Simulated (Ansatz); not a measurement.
# C₂H₈OSeSn: up Jacob's ladder to CCSD(T)

How much do the methods differ for C₂H₈OSeSn? The plan is to run it at one geometry with functionals of several rungs and with coupled cluster. The yardstick is the atomisation energy at the CCSD(T) limit.

The runs use Ansatz 0.2.0, Gaussian basis; functionals in def2-TZVPP, the program's frozen cores in correlated methods.

Levels to be run: PBE-D4, r2SCAN-D4, PBE0-D4, B3LYP-D4, ωB97X-V, ωB97M-V, B2PLYP; CCSD(T)/def2-TZVPP; MP2/def2-QZVPP; extrapolation to the limit.

**1. The geometry**

An earlier PBE0-D4 in a triple-zeta def2 set relaxation fixed the geometry. Sn takes the def2 core potential; no spin-orbit term is included.

SMILES `C[O][SnH]([CH3])[SeH]`, 13 atoms, charge 0, spin multiplicity 1.

Atoms are counted from 1 here; the program's logs count them from 0.

Bond lengths: C1–O2 1.403 Å, C1–H6 1.094 Å, C1–H7 1.098 Å, C1–H8 1.100 Å, O2–Sn3 1.967 Å, Sn3–C4 2.120 Å, Sn3–Se5 2.535 Å, Sn3–H9 1.712 Å, C4–H10 1.089 Å, C4–H11 1.090 Å, C4–H12 1.089 Å, Se5–H13 1.468 Å. Angles: O2–C1–H6 108.4°, O2–C1–H7 112.3°, O2–C1–H8 112.4°, H6–C1–H7 107.8°, H6–C1–H8 107.7°, H7–C1–H8 108.0°, C1–O2–Sn3 120.2°, O2–Sn3–C4 103.2°, O2–Sn3–Se5 108.2°, O2–Sn3–H9 107.6°, C4–Sn3–Se5 111.1°, C4–Sn3–H9 118.0°, Se5–Sn3–H9 108.2°, Sn3–C4–H10 110.2°, Sn3–C4–H11 109.1°, Sn3–C4–H12 108.9°, H10–C4–H11 109.8°, H10–C4–H12 109.6° and more.

**2. PBE-D4 (GGA)**

The input, in.yaml:

```yaml
crystal:
  periodic: [false, false, false]
  atoms:
    - {symbol: C, position_ang: [-0.062600, -0.763937, -2.161537]}
    - {symbol: O, position_ang: [-0.157588, -1.034400, -0.787748]}
    - {symbol: Sn, position_ang: [0.359268, 0.332778, 0.528054]}
    - {symbol: C, position_ang: [-0.229183, -0.527504, 2.374048]}
    - {symbol: Se, position_ang: [-0.963980, 2.439643, 0.042383]}
    - {symbol: H, position_ang: [-0.446691, -1.629076, -2.710384]}
    - {symbol: H, position_ang: [-0.655660, 0.112349, -2.456618]}
    - {symbol: H, position_ang: [0.975124, -0.596897, -2.485151]}
    - {symbol: H, position_ang: [2.019531, 0.676939, 0.293762]}
    - {symbol: H, position_ang: [0.060206, 0.120094, 3.200737]}
    - {symbol: H, position_ang: [0.250067, -1.500306, 2.482156]}
    - {symbol: H, position_ang: [-1.310805, -0.657380, 2.373555]}
    - {symbol: H, position_ang: [0.162332, 3.027686, -0.693257]}
basis:
  gaussian: {orbitals: def2-TZVPP}
hamiltonian: {xc: pbe, dispersion: d4}
output: {forces: true, orbitals: {seedname: orbitals}}
```

Run with:

```sh
$ ansatz run in.yaml --threads 2 --pin off --events-out ev --progress --plain --max-ram 22528MiB --backend cuda --devices 0, --max-vram 18GiB
```

After this run come: r2SCAN-D4 (meta-GGA); PBE0-D4 (hybrid); B3LYP-D4 (hybrid); ωB97X-V (range-separated); ωB97M-V (range-separated); B2PLYP (double hybrid); CCSD(T) in def2-TZVPP; MP2 in def2-QZVPP.

**Question.** What will the summary of the whole plan be? Wanted: atomisation energy, CCSD(T)/CBS; farthest; mean size of error, hybrid; mean size of error, range-separated; gap, smallest and largest; T1 diagnostic; triples share of the correlation energy.

The runs gave:

| quantity | value |
| --- | --- |
| atomisation energy, CCSD(T)/CBS | 4375.6 kJ/mol |
| functionals within 43.8 kJ/mol (1.0 %) | PBE-D4, r2SCAN-D4, ωB97X-V, ωB97M-V |
| farthest | B2PLYP (-96.8 kJ/mol) |
| mean size of error, hybrid | 48.5 kJ/mol |
| mean size of error, range-separated | 29.7 kJ/mol |
| gap, smallest and largest | 4.43 eV (PBE-D4), 10.83 eV (ωB97X-V) |
| T1 diagnostic | 0.0117 |
| triples share of the correlation energy | 3.5 % |

In words: PBE-D4 misses by +21.6 kJ/mol. Double hybrids carry the basis error of their MP2 part in triple zeta, and no dispersion term here, so their miss is partly the set-up's. Misses under about 43.8 kJ/mol are within the doubt on the reference itself, which lacks core-valence correlation, spin-orbit coupling and higher excitations, and its outer-core shells are covered unevenly. All levels share the lack of spin-orbit coupling, which lowers the free heavy atoms and so the true binding. Hartree-Fock recovers 71 % of the binding; the rest is correlation. The gap grows from 4.4 to 10.8 eV across the functionals, mostly with the share of exact exchange. Correlated methods include outer-core shells of Se, Sn, which these sets cover unevenly.
